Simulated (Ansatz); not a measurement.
Runs of Ansatz 0.2.0 on Co. The cell holds a slab with vacuum, 7 atoms: a = 2.471 Å, b = 2.471 Å, c = 27.132 Å, α = 90.00°, β = 90.00°, γ = 120.00°. 

```tsv
level	cutoff (eV)	gap on the mesh (eV)	moment (μB)	largest force (eV/Å)	work function (eV)
BLYP	420	none	(a)	0.34	4.75
r2SCAN	500	none	12.46	0.50	5.14
revPBE	420	none	11.95	0.38	4.94
PBE	420	none	11.90	0.37	5.08
LDA	420	none	(b)	0.79	5.42
```

Alike in all rows: task band structure; potentials or basis Ansatz PAW; spin collinear, ferromagnetic start; cell the (0 0 1) slab of Co, cut from the database cell, not relaxed; k mesh 12 × 12 × 1; smearing fermi-dirac 0.05 eV.

Task: Estimate the missing entries.

Result: (a) 11.63; (b) 11.50.

Caveats: the PAW data sets come from PBE, with cores solved anew for the run's functional, which leaves a small shift of forces and pressure (some runs); the magnetic or orbital state may not be the lowest (some runs).

A gap of «none» marks a metal or a gap under the smearing width.
